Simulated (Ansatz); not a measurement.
Write a Python script for Ansatz's Python interface that makes a single point of H₄IN, space group P4/nmm. Settings: LDA, PAW, cutoff 550 eV, 3×3×4 k-points, fixed occupations.

```xyz
12
Lattice="6.1495 0.0000 0.0000 0.0000 6.1495 0.0000 0.0000 0.0000 4.4137" Properties=species:S:1:pos:R:3 pbc="T T T"
H     2.2288    3.0747    0.5945
H     3.9207    3.0747    0.5945
H     5.3035    0.0000    3.8192
H     0.8459    0.0000    3.8192
H     3.0747    2.2288    3.8192
H     3.0747    3.9207    3.8192
H     0.0000    5.3035    0.5945
H     0.0000    0.8459    0.5945
I     0.0000    3.0747    1.9927
I     3.0747    0.0000    2.4210
N     3.0747    3.0747    0.0000
N     0.0000    0.0000    0.0000
```

The script, `h4in_scf.py`:
```python
'''SCF run for H4IN.'''

from pathlib import Path

import ansatz as az
from pymatgen.core import Structure

xtal = (
    az.Lattice.from_parameters(6.14945, 6.14945, 4.41368, alpha=90, beta=90, gamma=90)
    .space_group(129, hermann_mauguin='P4/nmm', origin_choice=1)
    .atom('H', (0.36244, 0.5, 0.13469))
    .atom('I', (0.0, 0.5, 0.45147))
    .atom('N', (0.5, 0.5, 0.0))
)

# the calculation
calculation = (
    xtal.calculation()
    .functional(az.Functional.LDA)
    .basis(550)  # a bare number is in eV
    .kpoints(spacing=0.4)  # sampling of the Brillouin zone
    .occupations('fixed')
    .compute(populations=True, band_table=True)
)
outcome = calculation.run(threads=1)
r = outcome.report

energy = r['free_energy_ev']
print('H4IN: {:.6f} eV = {:.6f} Ry = {:.6f} Ha'.format(energy, energy / 13.605693, energy / 27.211386))
print('Fermi level {:.4f} eV, {} k-points, {} symmetry operations'.format(r['fermi_energy_ev'], r['n_kpoints'], r['n_symmetry_ops']))

final = Structure(outcome.lattice.cell_ang, [s.symbol for s in outcome.lattice.sites], [s.position_frac for s in outcome.lattice.sites])
print(final.to(fmt='poscar'))

files = Path(outcome.write_results('tables'))
print((files / 'populations.tsv').read_text())

print('band  energy (eV)  occupation, at k =', r['kpoints_frac'][0])
for band, (e, occ) in enumerate(zip(r['eigenvalues_ev'][0], r['occupations'][0]), start=1):
    print(f'{band:4d} {e:12.4f} {occ:9.4f}')
```

`python h4in_scf.py` gives:
```text
H4IN: -15590.083532 eV = -1145.850015 Ry = -572.925008 Ha
Fermi level 1.8826 eV, 9 k-points, 16 symmetry operations
H8 I2 N2
1.0
   6.1494499999999999    0.0000000000000000    0.0000000000000000
   0.0000000000000004    6.1494499999999999    0.0000000000000000
   0.0000000000000003    0.0000000000000003    4.4136800000000003
H I N
8 2 2
direct
   0.3624400000000000    0.5000000000000000    0.1346900000000000 H
   0.5000000000000000    0.3624400000000000    0.8653100000000000 H
   0.5000000000000000    0.6375600000000000    0.8653100000000000 H
   0.6375600000000000    0.5000000000000000    0.1346900000000000 H
   0.8624400000000000    0.0000000000000000    0.8653100000000000 H
   1.0000000000000000   -0.1375600000000000    0.1346900000000000 H
   1.0000000000000000    0.1375600000000000    0.1346900000000000 H
   1.1375600000000001    0.0000000000000000    0.8653100000000000 H
   1.0000000000000000    0.5000000000000000    0.4514700000000000 I
   0.5000000000000000    0.0000000000000000    0.5485300000000000 I
   0.5000000000000000    0.5000000000000000    0.0000000000000000 N
   1.0000000000000000    0.0000000000000000    0.0000000000000000 N

# site	symbol	l	j	q
# orbitals = lowdin
# n_electrons = 52.000000
# spilling = 0.006262
0	H	0_1S	-	0.674372
1	H	0_1S	-	0.674372
2	H	0_1S	-	0.674372
3	H	0_1S	-	0.674372
4	H	0_1S	-	0.674372
5	H	0_1S	-	0.674372
6	H	0_1S	-	0.674372
7	H	0_1S	-	0.674372
8	I	0_5S	-	1.969491
8	I	1_5P	-	5.642376
8	I	2_4D	-	9.999623
9	I	0_5S	-	1.969491
9	I	1_5P	-	5.642376
9	I	2_4D	-	9.999623
10	N	0_2S	-	1.284722
10	N	1_2P	-	4.243478
11	N	0_2S	-	1.284722
11	N	1_2P	-	4.243478

band  energy (eV)  occupation, at k = [0.0, 0.0, 0.0]
   1     -41.1047    2.0000
   2     -41.1045    2.0000
   3     -41.1024    2.0000
   4     -41.1019    2.0000
   5     -41.0975    2.0000
   6     -41.0975    2.0000
   7     -41.0974    2.0000
   8     -41.0974    2.0000
   9     -41.0935    2.0000
  10     -41.0933    2.0000
  11     -16.6893    2.0000
  12     -16.6290    2.0000
  13      -9.0581    2.0000
  14      -8.8633    2.0000
  15      -6.4314    2.0000
  16      -6.4314    2.0000
  17      -6.2264    2.0000
  18      -6.2264    2.0000
  19      -6.1203    2.0000
  20      -6.0942    2.0000
  21       0.6713    2.0000
  22       0.6713    2.0000
  23       1.7284    2.0000
  24       1.7284    2.0000
  25       1.7588    2.0000
  26       1.8826    2.0000
  27       5.2655    0.0000
  28       5.9812    0.0000
  29       7.4516    0.0000
  30       7.5518    0.0000
  31       7.6645    0.0000
  32       8.7688    0.0000
  33       8.7688    0.0000
  34       9.9269    0.0000
  35      10.2551    0.0000
  36      10.2551    0.0000
  37      10.9315    0.0000
  38      10.9315    0.0000
```

What to keep in mind:
- Total energies depend on the potentials; only differences at equal settings carry meaning. A total without «per atom» is that of the cell as typed.
- With fixed filling the reported Fermi level is the top filled level among the k-points of the SCF.
- Only differences from the Fermi energy are physical; the zero of the scale is a convention.
- This cell is a computed structure, which may not be the phase found in nature.
- Levels are Kohn-Sham eigenvalues on this mesh, without spin-orbit coupling.
- Finished in 11 s on 1 thread of Arm Neoverse N1, on a shared host, peak memory 0.47 GiB.

(Lines on the test bed's own set-up are left out of the output.)
